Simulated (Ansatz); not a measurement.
# Sn: response to strain

Aim: deform Sn (equal xx and yy strain of +2 %) and compute stress, forces and field gradients with LAPW, PAW and all-electron datasets made for the crystal.

Method: DFT PBEsol, scalar-relativistic, in Ansatz 0.2.0.

## 1. Starting point

It takes space group Fd-3m (No. 227, cubic). The conventional cell has a = 6.491 Å, b = 6.491 Å, c = 6.491 Å, α = 90.00°, β = 90.00°, γ = 90.00°. Around Sn (site symmetry -43m) lie 4 Sn at 2.81 Å.

Coordinates:

```xyz
2
Lattice="0.0000 3.2456 3.2456 3.2456 0.0000 3.2456 3.2456 3.2456 0.0000" Properties=species:S:1:pos:R:3 pbc="T T T"
Sn    3.2456    3.2456    3.2456
Sn    4.8684    4.8684    4.8684
```

Atoms are numbered in the order of the input: Sn1, Sn2.

## 2. The deformed structure

Space group Fd-3m before, I4_1/amd after.

## 3. All-electron LAPW

The input, input.yaml:

```yaml
crystal:
  lattice:
    - [0.0, 3.310512, 3.2456]
    - [3.310512, 0.0, 3.2456]
    - [3.310512, 3.310512, 0.0]
  atoms:
    - { symbol: Sn, position: [0.5, 0.5, 0.5] }
    - { symbol: Sn, position: [0.75, 0.75, 0.75] }
kpoints:
  mp_grid: { grid: [11, 11, 11] }
  band_path:
    path:
      - [0.0, 0.0, 0.0]
      - [0.0, 0.5, 0.5]
      - [0.25, 0.75, 0.5]
      - [0.0, 0.5, 0.0]
      - [0.0, 0.0, 0.0]
      - [0.5, 0.5, 0.0]
      - [0.38005, 0.61995, 0.0]
      - [-0.38005, 0.38005, 0.0]
      - [0.0, 0.0, 0.0]
    npoints: 5
scf:
  occupations: { method: fermi_dirac, width: 0.05 }
hamiltonian:
  xc: pbesol
  pseudopotentials: { kind: all_electron, lapw: { basis_error: 0.001 } }
output:
  forces: true
  stress: true
  eigenvalues: true
```

On the command line:

```
$ ansatz run input.yaml --threads 1 --pin off --max-ram 3072MiB --backend cpu --events-out ev --progress --plain --runs-dir out
```

Output, cut to the lines that bear on the results:

```text
LAPW: plane waves up to 8.038 Å⁻¹, error target 1.0e-3 eV per atom; small_component_spin mean_spin; Sn in spheres of 1.424 Å, 22 of its electrons in bands, Dirac shells []
[...]
Pseudopotentials: kind: all_electron
Pseudopotential: Sn, LAPW, valence charge 22, Koelling and Harmon's equation, gaussian nucleus
Functional definition: PBEsol
[...]
Crystal: 2 atoms, lattice volume = 71.140 Å³
Basis set: ecut = 246.17912312443147 eV, 609 PW (Γ), exchange–correlation at level 2
Bands: 27, of which v1, the nominal top of the filled ones, is band 22 counted from 1 (21 counted from 0)
Symmetry: 16 space group operations
Space group: I41/amd (ITA 141), of the structure as read, at distance tolerance 4.1e-5 Å
k-points: 126 of 1331
[...]
SCF iter   1: F=—  HF=-336030.067135 eV  |F-HF|=—  |Δ(HF+E_count)|=         —  Δρ=1.72e-2  dr2=2.62e-1  ethr=5.90e-4  ⟨swp⟩=2.9  Hψ=22033  notcnv=0
[...]
the basis was enlarged: its passes take 83.4 KiB over the memory plan, 1 of 1 planned eigensolver slots
[...]
SCF iter   8: F=-336029.997991 eV  HF=-336029.997991 eV  |F-HF|=5.15e-7  |Δ(HF+E_count)|=   4.45e-6  Δρ=1.27e-5  dr2=8.07e-8  ethr=2.28e-9  ⟨swp⟩=3.0  Hψ=9966  notcnv=0
[...]
NSCF: frozen V_eff on 41 k-points
SCF converged after 8 iterations
Free energy (F): -336029.997991 eV
[...]
E sigma→0 (E₀):  -336029.996973 eV
Entropy (-TS):   -0.002037 eV (-1.018 meV/atom)
Fermi energy:    9.394334 eV
[...]
--- Forces (eV/Å), atoms counted from 1 ---
  atom   1  Sn     0.00000000     0.00000000    -0.00000000
  atom   2  Sn    -0.00000000     0.00000000     0.00000000
[...]
--- Stress (GPa, compression-positive) ---
       -0.853732       0.000000      -0.000000
        0.000000      -0.853732      -0.000000
       -0.000000      -0.000000      -0.297185
  P = ⅓ Tr σ = -0.6682 GPa (-6.682 kbar)
--- Band table (eV; the first three rows and the last of 126) ---
[...]
```

Run time: 45 s. Hardware: 1 thread of Intel Xeon Platinum 8488C (Sapphire Rapids), shared host; peak memory 0.6 GiB.

Read from it: pressure -0.67 GPa; no gap.

## 4. Frozen-core PAW

The input, input.yaml:

```yaml
crystal:
  lattice:
    - [0.0, 3.310512, 3.2456]
    - [3.310512, 0.0, 3.2456]
    - [3.310512, 3.310512, 0.0]
  atoms:
    - { symbol: Sn, position: [0.5, 0.5, 0.5] }
    - { symbol: Sn, position: [0.75, 0.75, 0.75] }
kpoints:
  mp_grid: { grid: [11, 11, 11] }
scf:
  occupations: { method: fermi_dirac, width: 0.05 }
hamiltonian:
  xc: pbesol
  pseudopotentials: { kind: paw }
output:
  forces: true
  stress: true
  eigenvalues: true
  efg: { contact_densities: true }
  write_density: true
  write_potential: true
  elf: true
  volumetric_format: npy
```

On the command line:

```
$ ansatz run input.yaml --threads 1 --pin off --max-ram 3072MiB --backend cpu --events-out ev --progress --plain --runs-dir out
```

Output, cut to the lines that bear on the results:

```text
Sn: output.efg is read without spin–orbit coupling, which moves field gradients at and beside such atoms by some per cent and up to a factor of two; PAW files take it under magnetization.noncollinear and magnetization.spin_orbit
[...]
Pseudopotentials: kind: paw
Pseudopotential: Sn, paw, valence charge 14, recommended cutoff 420 eV (normal)
Functional definition: PBEsol
[...]
Crystal: 2 atoms, lattice volume = 71.140 Å³
Basis set: ecut = 420 eV, 1395 PW (Γ), exchange–correlation on 64×64×64 points (8 copies of the dense FFT grid, shifted against one another)
Bands: 18, of which v1, the nominal top of the filled ones, is band 14 counted from 1 (13 counted from 0)
Symmetry: 16 space group operations
Space group: I41/amd (ITA 141), of the structure as read, at distance tolerance 4.1e-5 Å
k-points: 126 of 1331
[...]
  atom   1  Sn    -0.00000000    -0.00000000     0.00000000
  atom   2  Sn     0.00000000    -0.00000000    -0.00000000
[...]
--- Stress (GPa, compression-positive) ---
       -0.854707       0.000000       0.000000
        0.000000      -0.854707      -0.000000
        0.000000      -0.000000      -0.298009
  P = ⅓ Tr σ = -0.6691 GPa (-6.691 kbar)
--- PAW observables at the nuclei: V_zz in 10²¹ V/m², potentials from the cell's mean, atoms counted from 1 ---
  atom   1  Sn V_zz =    +0.370757   η = 0.0000   by run symmetry: allowed
            electrostatic potential = -8170.173591 V   contact ρ = 1234591.656951 e/Å³
  atom   2  Sn V_zz =    +0.370757   η = 0.0000   by run symmetry: allowed
            electrostatic potential = -8170.173591 V   contact ρ = 1234591.656951 e/Å³
--- Band table (eV; the first three rows and the last of 126) ---
  k-point 0: bands = ["-14.3804", "-14.3732", "-14.3732", "-14.3214", "-14.3188", "-14.0447", "-14.0447", "-14.0394", "-14.0341", "-14.0326", "-3.1912", "6.2031", "7.2187", "7.2187", "7.3436", "9.2661", "9.3454", "9.3454"]
[...]
```

Wall time 14 s (1 thread of Intel Xeon Platinum 8488C (Sapphire Rapids), shared host); peak memory 0.51 GiB.

In short: pressure -0.67 GPa; no gap; Vzz Sn1 0.37 (η = 0.00) (10²¹ V/m²).

The fields are shown in the conventional cell of this run's space group, carried over from its grid by interpolation.

Density in a lattice plane of the grid's cell (edges 4.68 and 6.49 Å, at 0.000 of the third edge), which holds Sn.

Ten even steps from '0' (0.01 e/Å³) to '9' (16.62 e/Å³):
```
000000000000000000
000000000000000000
000000000000000000
000000000000000000
000000000000000000
000000000000000000
000000000000000000
110000000000000001
641000000000000014
973000000000000037
641000000000000014
110000000000000001
000000001110000000
000000014641000000
000000026962000000
000000014641000000
000000001110000000
000000000000000000
000000000000000000
000000000000000000
```
Columns run along the first of these edges and rows up along the second, over one cell in 18 and 20 even steps from the bottom left corner. Atoms in the plane (fractional): Sn at (0.00, 0.50), Sn at (0.50, 0.25).

ELF in the same plane.

Ten even steps from '0' (0.00) to '9' (0.62):
```
000000122222100000
000000001110000000
110000000000000001
222100000000000122
554321000000012345
666542100000124566
555554210001245555
234555421112455543
002556643234665520
001457876567875410
002468976667986420
234589865556898543
555898543234589855
668986420002468986
567875410001457876
234665520002556643
112455543234555421
001245555555554210
000124566666542100
000012345554321000
```
Columns run along the first of these edges and rows up along the second, over one cell in 18 and 20 even steps from the bottom left corner. Atoms in the plane (fractional): Sn at (0.00, 0.50), Sn at (0.50, 0.25).

Both are smooth fields of the valence electrons: close to the nuclei they are not physical.

Maxima of ELF outside the ion cores: 0.65 on the Sn–Sn line, 1.4 Å from Sn.

## 5. All-electron PAW on datasets made for the crystal

input.yaml, as its differences from that of step 4:

```diff
@@ -14,3 +14,3 @@
   xc: pbesol
-  pseudopotentials: { kind: paw }
+  pseudopotentials: { kind: all_electron, datasets: crystal }
 output:
@@ -20,5 +20 @@
   efg: { contact_densities: true }
-  write_density: true
-  write_potential: true
-  elf: true
-  volumetric_format: npy
```

On the command line:

```
$ ansatz run input.yaml --threads 1 --pin off --max-ram 3072MiB --backend cpu --events-out ev --progress --plain --runs-dir out
```

Output, cut to the lines that bear on the results:

```text
[...]
band count auto-derived: 19 (N_el = 28.0; filled up to band 14; 18 by the electrons, moments and atoms)
Sn: output.efg is read without spin–orbit coupling, which moves field gradients at and beside such atoms by some per cent and up to a factor of two; PAW files take it under magnetization.noncollinear and magnetization.spin_orbit
[...]
Pseudopotentials: kind: all_electron
Pseudopotential: Sn, paw, valence charge 14, recommended cutoff 240 eV (normal), Koelling and Harmon's equation, gaussian nucleus
Functional definition: PBEsol
[...]
Crystal: 2 atoms, lattice volume = 71.140 Å³
Basis set: ecut = 240 eV, 601 PW (Γ), exchange–correlation on 48×48×48 points (8 copies of the dense FFT grid, shifted against one another)
Bands: 19, of which v1, the nominal top of the filled ones, is band 14 counted from 1 (13 counted from 0)
Symmetry: 16 space group operations
[...]
  atom   1  Sn    -0.00000000    -0.00000000     0.00000000
  atom   2  Sn     0.00000000    -0.00000000    -0.00000000
[...]
--- Stress (GPa, compression-positive) ---
       -0.855242       0.000000       0.000000
        0.000000      -0.855242      -0.000000
       -0.000000      -0.000000      -0.298672
  P = ⅓ Tr σ = -0.6697 GPa (-6.697 kbar)
--- PAW observables at the nuclei: V_zz in 10²¹ V/m², potentials from the cell's mean, atoms counted from 1 ---
  atom   1  Sn V_zz =    +0.384890   η = 0.0000   by run symmetry: allowed
            electrostatic potential = -8168.242749 V   contact ρ = 1234491.297013 e/Å³
  atom   2  Sn V_zz =    +0.384890   η = 0.0000   by run symmetry: allowed
            electrostatic potential = -8168.242749 V   contact ρ = 1234491.297013 e/Å³
--- Band table (eV; the first three rows and the last of 126) ---
  k-point 0: bands = ["-12.1247", "-12.1171", "-12.1171", "-12.0656", "-12.0626", "-11.7885", "-11.7885", "-11.7831", "-11.7782", "-11.7767", "-0.9380", "8.4568", "9.4718", "9.4718", "9.5969", "11.5193", "11.5986"]
[...]
```

Wall time 14 s (1 thread of Intel Xeon Platinum 8488C (Sapphire Rapids), shared host); peak memory 0.58 GiB.

Read from it: pressure -0.67 GPa; no gap; Vzz Sn1 0.38 (η = 0.00) (10²¹ V/m²).

## 6. Side by side

Stress (GPa, compression positive):

| method | xx | yy | zz | yz | xz | xy |
| --- | --- | --- | --- | --- | --- | --- |
| LAPW | -0.85 | -0.85 | -0.30 | 0.00 | 0.00 | 0.00 |
| PAW | -0.85 | -0.85 | -0.30 | 0.00 | 0.00 | 0.00 |
| crystal datasets | -0.86 | -0.86 | -0.30 | 0.00 | 0.00 | 0.00 |

| method | pressure (GPa) | Vzz Sn1 (10²¹ V/m²) | SCF cycles, all passes |
| --- | --- | --- | --- |
| LAPW | -0.67 | – | 8 |
| PAW | -0.67 | 0.37 | 7 |
| crystal datasets | -0.67 | 0.38 | 9 |

## 7. Results

| quantity | value |
| --- | --- |
| pressure | LAPW -0.67, PAW -0.67, crystal datasets -0.67 GPa |
| largest shear or deviatoric stress (LAPW) | 0.37 GPa |

The largest part of the stress beyond the pressure is 0.37 GPa in size, in the zz component; the atoms are carried along and not relaxed. No run of the undeformed cell stands beside it, so the pressure holds what the given cell had before the change. PAW: stress within 0.01 GPa of LAPW. Crystal datasets: stress within 0.01 GPa of LAPW.
